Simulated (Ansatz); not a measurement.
# CH6ClNSi (SMILES C[SiH](N)Cl): BHLYP/6-31G(d) (spherical functions)

What is the vertical ionisation energy of CH6ClNSi at BHLYP/6-31G* (spherical functions)? 

Program for the calculation: Ansatz 0.2.0.

128 further runs of the same task are left out: 128 set aside as unsound or not needed.

## (1) The molecule

CH6ClNSi has 10 atoms, charge 0, and is taken as a singlet. As SMILES, `C[SiH](N)Cl`. Geometry: relaxed at PBE0-D4/def2-TZVP. This is one conformer, not always the lowest.

Bond lengths: C1–Si2 1.853 Å, Si2–N3 1.706 Å, Si2–Cl4 2.081 Å, C1–H5 1.092 Å, C1–H6 1.092 Å, C1–H7 1.093 Å, Si2–H8 1.480 Å, N3–H9 1.008 Å, N3–H10 1.008 Å. Some angles: C1–Si2–N3 110.0°, C1–Si2–Cl4 106.9°, N3–Si2–Cl4 113.8°, C1–Si2–H8 113.9°, N3–Si2–H8 107.4°, Cl4–Si2–H8 105.0°, Si2–C1–H5 110.6°, Si2–C1–H6 110.4°, Si2–C1–H7 110.6°, Si2–N3–H9 120.0°.

## (2) A single-point energy at BHLYP/6-31G(d) (spherical functions)

run.yaml reads:

```yaml
crystal:
  periodic: [false, false, false]
  atoms:
    - {symbol: C, position_ang: [-0.924300, 0.960300, -0.429600]}
    - {symbol: Si, position_ang: [-0.055600, -0.637600, -0.073400]}
    - {symbol: "N", position_ang: [1.200800, -0.379200, 1.050800]}
    - {symbol: Cl, position_ang: [0.594900, -1.392500, -1.900800]}
    - {symbol: H, position_ang: [-1.720000, 0.809500, -1.161600]}
    - {symbol: H, position_ang: [-1.359500, 1.369700, 0.485000]}
    - {symbol: H, position_ang: [-0.226900, 1.694300, -0.841400]}
    - {symbol: H, position_ang: [-0.936500, -1.689500, 0.482600]}
    - {symbol: H, position_ang: [1.847500, 0.382600, 0.917600]}
    - {symbol: H, position_ang: [1.662700, -1.168700, 1.473800]}
basis:
  gaussian:
    orbitals: 6-31G_st_-spherical.json
hamiltonian:
  xc: {name: BHLYP}
accuracy: high
output:
  orbitals: {seedname: orbitals}
```

The basis set 6-31G* is read from a file made from the Basis Set Exchange's data (not shown).

On the command line:

```bash
$ ansatz run run.yaml --threads 1 --pin off --max-ram 3480MiB --events-out events.jsonl --progress --plain --runs-dir runs
```

What it wrote:

```text
Warning: RAYON_NUM_THREADS=1 ignored (pool sized by the plan → 1); use --threads N
Functional definition: BHLYP
  name "BHLYP"
  parameter a = 0.5
  exchange = (1 - a)*b88_x + a*exact_x
  correlation = lyp_c
1774 factors; integrals over basis functions are off by at most 3.6e-9 eV
mean field evaluation 1: about -23019.7787 eV, gradient 5.0e1 eV
mean field evaluation 2: about -23020.3137 eV, gradient 4.6e1 eV
mean field evaluation 4: about -23024.9142 eV, gradient 1.3e0 eV
mean field evaluation 8: about -23024.9751 eV, gradient 3.6e-2 eV
mean field evaluation 16: about -23024.9751 eV, gradient 1.6e-6 eV
mean field -23024.97509409 eV, -846.1522278191 hartree, gradient 3.4e-8 eV, S^2 0.000000; 0 other end points of the search recorded, 0 dependent functions left out
reference -23024.97512050 eV, -846.1522287898 hartree; 25, 25 occupied and 51, 51 virtual orbitals, 1774 factors
Total energy: -23024.97512050 eV, -846.1522287898 hartree
```

Run time: 7.8 s. Hardware: 1 thread of Arm Neoverse V2, shared host; peak memory 0.25 GiB.

## (3) The doublet cation, same level

molecule.yaml reads:

```yaml
crystal:
  periodic: [false, false, false]
  atoms:
    - symbol: C
      position_ang: [-0.924300, 0.960300, -0.429600]
    - symbol: Si
      position_ang: [-0.055600, -0.637600, -0.073400]
    - symbol: "N"
      position_ang: [1.200800, -0.379200, 1.050800]
    - symbol: Cl
      position_ang: [0.594900, -1.392500, -1.900800]
    - symbol: H
      position_ang: [-1.720000, 0.809500, -1.161600]
    - symbol: H
      position_ang: [-1.359500, 1.369700, 0.485000]
    - symbol: H
      position_ang: [-0.226900, 1.694300, -0.841400]
    - symbol: H
      position_ang: [-0.936500, -1.689500, 0.482600]
    - symbol: H
      position_ang: [1.847500, 0.382600, 0.917600]
    - symbol: H
      position_ang: [1.662700, -1.168700, 1.473800]
basis:
  gaussian:
    orbitals: 6-31G_st_-spherical.json
total_charge: 1
magnetization:
  spin_polarized: true
  initial_magnetization: 1
hamiltonian:
  xc: {name: BHLYP}
accuracy: high
output:
  orbitals: {seedname: orbitals}
```

The basis set 6-31G* is read from a file made from the Basis Set Exchange's data (not shown).

On the command line:

```bash
$ ansatz run molecule.yaml --threads 1 --pin off --max-ram 3480MiB --events-out events.jsonl --progress --plain --runs-dir runs
```

What it wrote:

```text
Warning: RAYON_NUM_THREADS=1 ignored (pool sized by the plan → 1); use --threads N
[... 5 set-up lines as earlier in the session ...]
1773 factors; integrals over basis functions are off by at most 3.6e-9 eV
mean field evaluation 1: about -23004.4383 eV, gradient 4.7e1 eV
mean field evaluation 2: about -22995.6663 eV, gradient 6.1e1 eV
mean field evaluation 4: about -23013.9505 eV, gradient 4.1e0 eV
mean field evaluation 8: about -23014.1809 eV, gradient 1.9e0 eV
mean field evaluation 16: about -23014.9656 eV, gradient 5.6e-1 eV
mean field evaluation 32: about -23014.0662 eV, gradient 5.9e0 eV
mean field -23014.97447072 eV, -845.7847116890 hartree, gradient 4.7e-8 eV, S^2 0.760885; 4 other end points of the search recorded, 0 dependent functions left out
reference -23014.97449659 eV, -845.7847126397 hartree; 25, 24 occupied and 51, 52 virtual orbitals, 1773 factors
Total energy: -23014.97449659 eV, -845.7847126397 hartree
```

Run time: 17 s. Hardware: 1 thread of Arm Neoverse V2, shared host; peak memory 0.38 GiB.

## (4) Results

Level: BHLYP/6-31G* (spherical functions).

| quantity | value |
| --- | --- |
| singlet CH6ClNSi: total energy | -846.15223 Eh |
| singlet CH6ClNSi: HOMO energy | -9.02 eV |
| singlet CH6ClNSi: LUMO energy | 2.37 eV |
| singlet CH6ClNSi: HOMO–LUMO gap | 11.39 eV |
| doublet cation: total energy | -845.78471 Eh |
| doublet cation: HOMO energy (highest over α and β) | -14.93 eV |
| doublet cation: LUMO energy (lowest over α and β) | -11.06 eV |
| doublet cation: ⟨S²⟩ | 0.761 |
| vertical ionisation energy (to the doublet cation) | 10.001 eV |

The vertical ionisation energy comes to 10.00 eV (231 kcal/mol). −ε(HOMO) before ionisation, 9.02 eV, is 0.98 eV below this ionisation energy.
